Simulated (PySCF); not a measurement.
# C₃H₇PSi: electronic excitations and core binding energies

Wanted: the electronic excitations and core binding energies of C₃H₇PSi (`C[SiH2]P1C=C1`), by calculation.

The runs use PySCF 2.14.0, with density-fitted response routines of our own; the level of theory stands in each step. All values are computed, except where a source is named. Atoms count from 0, in the outputs and in this text.

## 1. The molecule as given

12 atoms, charge 0, multiplicity 1; geometry from: GFN2-xTB.

Bonds of the start (Å): C0–Si1 1.90, Si1–P2 2.26, P2–C3 1.85, C3–C4 1.30, C4–P2 1.85, C0–H5 1.08, C0–H6 1.09, C0–H7 1.09, Si1–H8 1.47, Si1–H9 1.47, C3–H10 1.07, C4–H11 1.07.

## 2. Ultraviolet spectrum: B3LYP/def2-SVPD

Job settings and geometry (Å):

```
{"job": {"kind": "uv", "xc": "B3LYP", "basis": "def2-SVPD", "nstates": 8, "ntriplets": 3}, "charge": 0, "multiplicity": 1}
C     -2.288470    -0.100176    -0.091391
Si    -0.566590    -0.255335     0.688284
P      0.919986     0.536747    -0.821544
C      2.349650     0.923963     0.284989
C      2.472545    -0.267641    -0.218676
H     -3.053244    -0.466668     0.584847
H     -2.521413     0.933469    -0.329501
H     -2.356053    -0.672707    -1.011715
H     -0.511981     0.500066     1.950575
H     -0.294951    -1.660029     1.035139
H      2.780043     1.674625     0.907412
H      3.071677    -1.147000    -0.283798
```

With the program's defaults for keys left out, this is: TDDFT B3LYP/def2-SVPD, vertical, gas phase, core orbitals frozen in the response.

On the command line:

```sh
$ OMP_NUM_THREADS=1 python probes_run.py task.json out
```

This one command runs all jobs of the session in turn.

Output:

```text
coarse grid: 10848 points
cycle   1  E = -748.9242015626  dE =  3.787e-01  |g| = 3.925e-01  |ddm| = 5.038e+00
cycle   2  E = -748.9074065174  dE =  1.680e-02  |g| = 4.580e-01  |ddm| = 1.070e+00
cycle   3  E = -748.9655256823  dE = -5.812e-02  |g| = 4.127e-02  |ddm| = 5.970e-01
cycle   4  E = -748.9659330292  dE = -4.073e-04  |g| = 2.573e-02  |ddm| = 1.173e-01
cycle   5  E = -748.9661532396  dE = -2.202e-04  |g| = 5.991e-03  |ddm| = 4.830e-02
cycle   6  E = -748.9661630527  dE = -9.813e-06  |g| = 1.571e-03  |ddm| = 1.146e-02
final grid: 95080 points
cycle   7  E = -749.0645084405  dE = -2.299e-05  |g| = 4.155e-03  |ddm| = 7.184e-02
cycle   8  E = -749.0645055168  dE =  2.924e-06  |g| = 5.286e-03  |ddm| = 1.143e-02
cycle   9  E = -749.0645130380  dE = -7.521e-06  |g| = 2.673e-04  |ddm| = 5.741e-03
cycle  10  E = -749.0645130504  dE = -1.237e-08  |g| = 1.766e-04  |ddm| = 6.044e-04
cycle  11  E = -749.0645130581  dE = -7.720e-09  |g| = 5.928e-05  |ddm| = 2.944e-04
cycle  12  E = -749.0645130590  dE = -9.062e-10  |g| = 1.725e-05  |ddm| = 1.018e-04
converged SCF energy = -749.0645130590

Static polarisability (au): isotropic 88.009, principal 74.403 80.398 109.227

Singlet excitations
state   eV       nm        f      main configurations
  1   4.2567    291.3   0.00340   H->L 0.77, H->L+1 0.21
  2   4.3477    285.2   0.00005   H->L+1 0.78, H->L 0.21
  3   5.1407    241.2   0.01856   H->L+2 0.88, H-1->L 0.09
  4   5.6638    218.9   0.00952   H-1->L 0.83, H->L+2 0.08
  5   5.8712    211.2   0.03447   H->L+3 0.96
  6   6.1907    200.3   0.17553   H->L+4 0.91
  7   6.4626    191.8   0.00203   H-2->L 0.84, H-4->L 0.11
  8   6.4855    191.2   0.02865   H->L+5 0.64, H-1->L+1 0.25

Triplet excitations (Tamm-Dancoff, eV): 3.3640 3.8149 4.5276
```

Wall time 19 s (1 thread of Arm Neoverse V1, shared host); peak memory 0.68 GiB.

The orbitals next to the gap, with their largest atomic shares:

```tsv
orbital	eV	atoms
HOMO−3	-9.26	Si1 34 %, H9 20 %, H8 20 %
HOMO−2	-8.45	C0 26 %, Si1 16 %, P2 16 %
HOMO−1	-7.75	P2 35 %, C4 21 %, C3 21 %
HOMO	-5.99	P2 46 %, Si1 16 %, C3 14 %
LUMO	-0.78	C4 36 %, C3 36 %, P2 9 %
LUMO+1	-0.51	P2 36 %, Si1 16 %, C4 15 %
LUMO+2	0.00	Si1 26 %, P2 20 %, C0 13 %
```

With each of the 8 states as a Gaussian band of 0.4 eV half-width at 1/e, the curve within the window shown has maxima at 286 nm (ε 150), 201 nm (ε 8,600) L/(mol cm). Beyond the last state computed it falls off for lack of states. The curve at chosen wavelengths:

(nm, ε (L/mol/cm)): (183, 1490), (189, 4150), (195, 7306), (202, 8591), (208, 7002), (214, 4567), (220, 2651), (227, 1470), (233, 1082), (239, 929), (245, 797), (252, 590), (258, 407), (264, 267), (270, 187), (277, 152), (283, 147), (289, 147), (295, 141), (302, 123), (308, 101), (314, 78), (320, 57), (327, 37), (333, 24), (339, 15)

Leading natural transition orbitals of singlet state 6: the hole lies on P2 46 %; Si1 15 %; C3, C4 about 13 % each; the particle on H10, H11 about 20 % each; P2 16 %; H8, H9 about 11 % each.

Leading natural transition orbitals of singlet state 1: the hole lies on P2 52 %; Si1 17 %; C3, C4 about 9 % each; the particle on C3, C4 about 23 % each; P2 20 %; H10, H11 about 9 % each.

Further results of this job:

```tsv
property	computed
dipole moment (D)	0.94
polarisability (Å³)	13.04
HOMO–LUMO gap (eV)	5.21
−ε(HOMO) (eV)	5.99
```

Orbitals, density, ELF and potential are computed afterwards from the orbital file.

Frontier orbitals at B3LYP/def2-SVPD, with the share of their density that lies nearest to each atom:

```tsv
orbital	energy (eV)	lies on
HOMO	-5.99	P2 48 %; Si1 16 %; C3, C4 about 12 % each
LUMO	-0.78	C3, C4 about 31 % each; H10, H11 about 12 % each; P2 6 %
```

ELF in a plane through or near 5 of the atoms.

Values, 10 rows by 14 columns:
```
0.00 0.00 0.00 0.00 0.00 0.00 0.00 0.00 0.00 0.00 0.00 0.00 0.00 0.00
0.00 0.00 0.00 0.00 0.00 0.00 0.00 0.00 0.00 0.00 0.00 0.00 0.00 0.00
0.00 0.00 0.29 0.92 0.44 0.03 0.00 0.01 0.00 0.01 0.03 0.00 0.00 0.00
0.00 0.00 0.62 0.99 0.88 0.48 0.16 0.12 0.06 0.34 0.66 0.06 0.00 0.00
0.00 0.00 0.16 0.60 0.54 0.74 0.75 0.76 0.49 0.71 0.70 0.27 0.06 0.00
0.00 0.00 0.16 0.75 0.67 0.43 0.86 0.73 0.52 0.46 0.46 0.59 0.11 0.00
0.00 0.00 0.29 0.89 0.37 0.76 0.42 0.41 0.20 0.61 0.73 0.09 0.02 0.00
0.00 0.00 0.68 0.99 0.80 0.15 0.04 0.03 0.02 0.06 0.25 0.02 0.00 0.00
0.00 0.00 0.01 0.26 0.06 0.00 0.00 0.00 0.00 0.00 0.00 0.00 0.00 0.00
0.00 0.00 0.00 0.00 0.00 0.00 0.00 0.00 0.00 0.00 0.00 0.00 0.00 0.00
```
The map spans 11.4 Å across and 8.3 Å up, centred on the molecule. Atoms in the plane (x, y in Å): C0 (2.3, 0.0), C3 (-2.4, 0.7), C4 (-2.4, -0.6), H10 (-2.9, 1.5), H11 (-2.9, -1.5).

On the surface of density 0.002 e/bohr³ the electrostatic potential runs, from the 1st to the 99th percentile, from -0.87 V near P2 to 1.23 V near H11.

## 3. X-ray photoelectron lines: SCAN, X2C

Settings changed since step 2:

```diff
@@ -1,2 +1,2 @@
-{"job": {"kind": "uv", "xc": "B3LYP", "basis": "def2-SVPD", "nstates": 8, "ntriplets": 3}, "charge": 0, "multiplicity": 1}
+{"job": {"kind": "xps"}, "charge": 0, "multiplicity": 1}
 C     -2.288470    -0.100176    -0.091391
```

Method: delta-SCF UKS SCAN, pcX-2 on the ionised atom, pcseg-1 elsewhere, spin-free X2C.

Output:

```text
ground state, core basis on atom 0 (C), 144 functions
  cycle   1  E = -750.48536291  |g| = 4.75e-01
  cycle   2  E = -750.44193217  |g| = 6.13e-01
  cycle   3  E = -750.54479335  |g| = 5.95e-02
  cycle   4  E = -750.54568669  |g| = 3.67e-02
  cycle   5  E = -750.54613359  |g| = 1.16e-02
  cycle   6  E = -750.54617037  |g| = 3.34e-03
  cycle   7  E = -750.54617233  |g| = 7.83e-04
  cycle   8  E = -750.54617151  |g| = 2.91e-04
  E(ground) = -750.60450375 Eh
hole in C 1s of atom 0
  cycle   1  E = -739.32203642  |g| = 1.50e+00
  cycle   2  E = -738.64303167  |g| = 1.78e+00
  cycle   3  E = -739.82119645  |g| = 3.66e-01
  cycle   4  E = -739.84119790  |g| = 2.71e-01
  cycle   5  E = -739.88938893  |g| = 6.56e-02
  cycle   6  E = -739.89170977  |g| = 2.07e-02
  cycle   7  E = -739.89197523  |g| = 6.80e-03
  cycle   8  E = -739.89201144  |g| = 2.30e-03
  cycle   9  E = -739.89201406  |g| = 1.14e-03
  cycle  10  E = -739.89201472  |g| = 1.18e-03
  cycle  11  E = -739.89201571  |g| = 2.65e-04
  E(ion) = -739.94897656 Eh   <S^2> = 0.7666   hole on atom = 1.000   binding energy = 289.952 eV
ground state, core basis on atom 1 (Si), 155 functions
  cycle   1  E = -750.64013833  |g| = 2.86e-01
  cycle   2  E = -750.64014814  |g| = 3.37e-02
  cycle   3  E = -750.63998573  |g| = 3.42e-02
  cycle   4  E = -750.64025189  |g| = 1.16e-02
  cycle   5  E = -750.64029226  |g| = 2.64e-03
  cycle   6  E = -750.64029511  |g| = 5.74e-04
  cycle   7  E = -750.64029469  |g| = 1.94e-04
  E(ground) = -750.65704810 Eh
hole in Si 1s of atom 1
  cycle   1  E = -681.73062907  |g| = 4.35e+00
  cycle   2  E = -681.55441346  |g| = 2.25e+00
  cycle   3  E = -682.08701723  |g| = 9.82e-01
  cycle   4  E = -682.67841559  |g| = 4.25e-01
  cycle   5  E = -682.78104872  |g| = 1.97e-01
  cycle   6  E = -682.80221795  |g| = 7.54e-02
  cycle   7  E = -682.80583623  |g| = 1.89e-02
  cycle   8  E = -682.80607977  |g| = 4.00e-03
  cycle   9  E = -682.80608983  |g| = 1.55e-03
  cycle  10  E = -682.80609092  |g| = 9.60e-04
  cycle  11  E = -682.80609111  |g| = 3.11e-04
  E(ion) = -682.83043853 Eh   <S^2> = 0.7526   hole on atom = 1.000   binding energy = 1845.656 eV
hole in Si 2p of atom 1
  cycle   1  E = -746.38887413  |g| = 1.24e+00
  cycle   2  E = -746.01383641  |g| = 1.26e+00
  cycle   3  E = -746.61365336  |g| = 3.87e-01
  cycle   4  E = -746.71100097  |g| = 1.56e-01
  cycle   5  E = -746.72250461  |g| = 8.45e-02
  cycle   6  E = -746.72716791  |g| = 1.78e-02
  cycle   7  E = -746.72737134  |g| = 4.19e-03
  cycle   8  E = -746.72738306  |g| = 1.06e-03
  cycle   9  E = -746.72738245  |g| = 5.76e-04
  cycle  10  E = -746.72738304  |g| = 4.79e-04
  E(ion) = -746.75589258 Eh   <S^2> = 0.7527   hole on atom = 1.002   binding energy = 106.156 eV
  2p3/2 = 105.960 eV   2p1/2 = 106.583 eV
ground state, core basis on atom 2 (P), 155 functions
  cycle   1  E = -750.66315206  |g| = 3.41e-01
  cycle   2  E = -750.66247173  |g| = 6.18e-02
  cycle   3  E = -750.66018120  |g| = 1.05e-01
  cycle   4  E = -750.66372783  |g| = 1.00e-02
  cycle   5  E = -750.66375522  |g| = 3.87e-03
  cycle   6  E = -750.66376098  |g| = 6.98e-04
  cycle   7  E = -750.66376334  |g| = 4.24e-04
  E(ground) = -750.69201173 Eh
hole in P 1s of atom 2
  cycle   1  E = -670.50917479  |g| = 4.72e+00
  cycle   2  E = -670.36869591  |g| = 2.32e+00
  cycle   3  E = -668.76225103  |g| = 1.77e+00
  cycle   4  E = -671.29204211  |g| = 7.43e-01
  cycle   5  E = -671.62558949  |g| = 2.76e-01
  cycle   6  E = -671.66284737  |g| = 1.10e-01
  cycle   7  E = -671.66894875  |g| = 2.91e-02
  cycle   8  E = -671.66935091  |g| = 9.91e-03
  cycle   9  E = -671.66939122  |g| = 5.69e-03
  cycle  10  E = -671.66940666  |g| = 2.54e-03
  cycle  11  E = -671.66940957  |g| = 8.07e-04
  cycle  12  E = -671.66940828  |g| = 2.40e-04
  E(ion) = -671.69776193 Eh   <S^2> = 0.7525   hole on atom = 1.000   binding energy = 2149.543 eV
hole in P 2p of atom 2
  cycle   1  E = -745.24520868  |g| = 1.39e+00
  cycle   2  E = -744.85615621  |g| = 1.40e+00
  cycle   3  E = -745.48926642  |g| = 4.79e-01
  cycle   4  E = -745.61885964  |g| = 2.03e-01
  cycle   5  E = -745.64000591  |g| = 7.70e-02
  cycle   6  E = -745.64341035  |g| = 1.55e-02
  cycle   7  E = -745.64350834  |g| = 8.75e-03
  cycle   8  E = -745.64355099  |g| = 1.86e-03
  cycle   9  E = -745.64355121  |g| = 2.02e-03
  cycle  10  E = -745.64355289  |g| = 8.33e-04
  cycle  11  E = -745.64355490  |g| = 3.46e-04
  E(ion) = -745.68182147 Eh   <S^2> = 0.7543   hole on atom = 1.002   binding energy = 136.334 eV
  2p3/2 = 135.967 eV   2p1/2 = 136.858 eV
ground state, core basis on atom 3 (C), 144 functions
  cycle   1  E = -750.54867098  |g| = 7.00e-02
  cycle   2  E = -750.54750943  |g| = 7.27e-02
  cycle   3  E = -750.54887379  |g| = 3.58e-02
  cycle   4  E = -750.54917589  |g| = 1.70e-02
  cycle   5  E = -750.54926057  |g| = 3.22e-03
  cycle   6  E = -750.54926348  |g| = 6.72e-04
  cycle   7  E = -750.54926150  |g| = 1.14e-04
  E(ground) = -750.60821591 Eh
hole in C 1s of atom 3
  cycle   1  E = -739.26927100  |g| = 1.51e+00
  cycle   2  E = -736.89044911  |g| = 2.37e+00
  cycle   3  E = -739.46923441  |g| = 7.54e-01
  cycle   4  E = -739.75662881  |g| = 4.44e-01
  cycle   5  E = -739.83890490  |g| = 2.36e-01
  cycle   6  E = -739.86713026  |g| = 4.41e-02
  cycle   7  E = -739.86832416  |g| = 1.46e-02
  cycle   8  E = -739.86851877  |g| = 7.23e-03
  cycle   9  E = -739.86860008  |g| = 4.93e-03
  cycle  10  E = -739.86864762  |g| = 3.04e-03
  cycle  11  E = -739.86867172  |g| = 1.92e-03
  cycle  12  E = -739.86867857  |g| = 9.30e-04
  cycle  13  E = -739.86868133  |g| = 5.54e-04
  cycle  14  E = -739.86868252  |g| = 1.92e-04
  E(ion) = -739.92702384 Eh   <S^2> = 0.8585   hole on atom = 1.000   binding energy = 290.650 eV
```

Run time: 50 s. Hardware: 1 thread of Arm Neoverse V1, shared host; peak memory 0.61 GiB.

The holes in one table. −ε is the ground-state orbital energy:

```tsv
hole	stands for	environment	ΔSCF (eV; 2p as the shell's mean)	−ε (eV)	⟨S²⟩
C1s on C0	C0	methyl carbon bonded to Si	289.95	273.1	0.767
Si1s on Si1	Si1	silicon bonded to C, P, 2 H	1845.66	1792.9	0.753
Si2p on Si1	Si1	silicon bonded to C, P, 2 H	106.17	95.8	0.753
P1s on P2	P2	phosphorus bonded to 2 C, Si, in a 3-membered ring	2149.54	2092.6	0.752
P2p on P2	P2	phosphorus bonded to 2 C, Si, in a 3-membered ring	136.26	125.5	0.754
C1s on C3	C3, C4	alkene CH	290.65 (doubtful)	274.6	0.858
```

Each hole run stands for the others of its class of like atoms.

Doubtful: the ion did not converge, its hole moved, or its ⟨S²⟩ is well above 0.75.

With the spin-orbit splitting: Si1 2p3/2 105.96, 2p1/2 106.58 eV; P2 2p3/2 135.97, 2p1/2 136.86 eV. The table gives each 2p level as the mean over the whole 2p shell (two parts 2p3/2, one part 2p1/2), which differs a little from the single hole in the log.

## 4. What came out

```
                                                    quantity                        value
                            lowest singlet (B3LYP/def2-SVPD)  4.26 eV (291 nm), f = 0.003
                    brightest single state of those computed  state 6, 6.19 eV, f = 0.176
                                              lowest triplet                      3.36 eV
                       surface potential, 1st and 99th percentile           -0.87 V and 1.23 V
C1s binding energies, SCAN/pcX-2 (standing for 1 of 3 atoms)                 C0 289.95 eV
                           Si1s binding energies, SCAN/pcX-2               Si1 1845.66 eV
                           Si2p binding energies, SCAN/pcX-2                Si1 106.17 eV
                            P1s binding energies, SCAN/pcX-2                P2 2149.54 eV
                            P2p binding energies, SCAN/pcX-2                 P2 136.26 eV
```

What this shows: The first singlet state (HOMO→LUMO 0.77, HOMO→LUMO+1 0.21) lies at 4.26 eV and is weak; of the 8 states computed, the strongest absorption comes from state 6 at 6.19 eV. The lowest triplet lies 0.89 eV below the lowest singlet (triplets in Tamm-Dancoff, singlets in full TDDFT). States above −ε(HOMO) lie where TDDFT describes them poorly and they hang on the basis; the brightest is among them. By nearest atom (B3LYP/def2-SVPD), the HOMO sits on P2 48 %; Si1 16 % and the LUMO on C3, C4 about 31 % each; H10, H11 about 12 % each.
